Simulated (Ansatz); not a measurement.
# LuB2Rh3: the cost of one run

Computed with Ansatz 0.2.0 through its Python package. Level of theory: DFT PBEsol, plane waves, PAW.

## Step 1: The system

It takes space group P6/mmm (No. 191, hexagonal). Conventional cell: a = 5.404 Å, b = 5.404 Å, c = 3.119 Å, α = 90.00°, β = 90.00°, γ = 120.00°. Lu (site symmetry 6/mmm) is surrounded by 2 Lu at 3.12 Å and 12 Rh at 3.12 Å and 6 B at 3.12 Å. Around B (site symmetry -6m2) lie 6 Rh at 2.21 Å and 3 Lu at 3.12 Å. Around Rh (site symmetry mmm) lie 4 B at 2.21 Å.

No structure file is read: the coordinates are typed or built in the script.

## Step 2: The code

Input file lub2rh3_eos.py:

```python
"""Equation of state of LuB2Rh3."""

import ansatz
import numpy as np
from scipy.optimize import curve_fit

XC = "pbesol"
SMEARING = "fermi_dirac"
CUTOFF = 470
KGRID = (5, 5, 7)

vectors0 = np.array([
    [5.40381, 0.0, 0.0],
    [-2.70191, 4.67984, 0.0],
    [0.0, 0.0, 3.1188],
])
sites = [
    ("Lu", (0.0, 0.0, 0.5)),
    ("B", (1 / 3, 2 / 3, 0.5)),
    ("B", (2 / 3, 1 / 3, 0.5)),
    ("Rh", (0.5, 0.5, 0.0)),
    ("Rh", (0.5, 0.0, 0.0)),
    ("Rh", (0.0, 0.5, 0.0)),
]


def make_crystal(cell):
    crystal = ansatz.Crystal(lattice=ansatz.Lattice.of(cell))
    for symbol, position in sites:
        crystal = crystal.atom(symbol, position)
    return crystal

def vinet(v, e0, v0, b0, b1):
    eta = (v / v0) ** (1 / 3)
    return e0 + 2 * b0 * v0 / (b1 - 1) ** 2 * (2 - (5 + 3 * b1 * (eta - 1) - 3 * eta) * np.exp(-1.5 * (b1 - 1) * (eta - 1)))

# scale the volume, keep shape and fractions
volumes, energies = [], []
for scale in np.linspace(0.92, 1.08, 7):
    cell = vectors0 * scale ** (1 / 3)
    model = make_crystal(cell).calculation()
    model = model.functional(XC).pseudopotentials("paw")
    model = model.occupations(SMEARING, width=150 * ansatz.meV).basis(CUTOFF)
    model = model.kpoints(*KGRID)
    r = model.run(threads=1, pin="off").report
    volumes.append(abs(np.linalg.det(cell)) / len(sites))
    energies.append(r["free_energy_ev"] / len(sites))
    print(f"V = {volumes[-1]:8.4f} A^3/atom  F = {energies[-1]:.5f} eV/atom")

guess = (min(energies), volumes[int(np.argmin(energies))], 0.5, 4.5)
(e0, v0, b0, b1), _ = curve_fit(vinet, np.array(volumes), np.array(energies), p0=guess, maxfev=20000)
print(f"Vinet fit: V0 = {v0:.4f} A^3/atom, B0 = {160.21766 * b0:.1f} GPa, B1 = {b1:.2f}")
print("largest residual", round(1000 * float(np.abs(vinet(np.array(volumes), e0, v0, b0, b1) - energies).max()), 3), "meV/atom")
```

## Step 3: What the engine is handed

The engine receives this input (first run):

```yaml
crystal:
  lattice:
    - [5.255685225009716, 0.0, 0.0]
    - [-2.627847475448989, 4.551560092492052, 0.0]
    - [0.0, 0.0, 3.033310031211368]
  atoms:
    - { symbol: Lu, position: [0.0, 0.0, 0.5] }
    - { symbol: B, position: [0.3333333333333333, 0.6666666666666666, 0.5] }
    - { symbol: B, position: [0.6666666666666666, 0.3333333333333333, 0.5] }
    - { symbol: Rh, position: [0.5, 0.5, 0.0] }
    - { symbol: Rh, position: [0.5, 0.0, 0.0] }
    - { symbol: Rh, position: [0.0, 0.5, 0.0] }
basis:
  ecutwfc: 470.0
kpoints:
  mp_grid:
    grid: [5, 5, 7]
hamiltonian:
  xc: pbesol
  pseudopotentials:
    kind: paw
scf:
  occupations:
    method: fermi_dirac
    width: 0.15
```

## Step 4: Running it

On the command line:

```sh
$ python lub2rh3_eos.py
```

Q: Estimate wall time and peak memory on 1 thread of Arm Neoverse V1, shared host.

About 42 s, with a peak of 0.52 GiB.
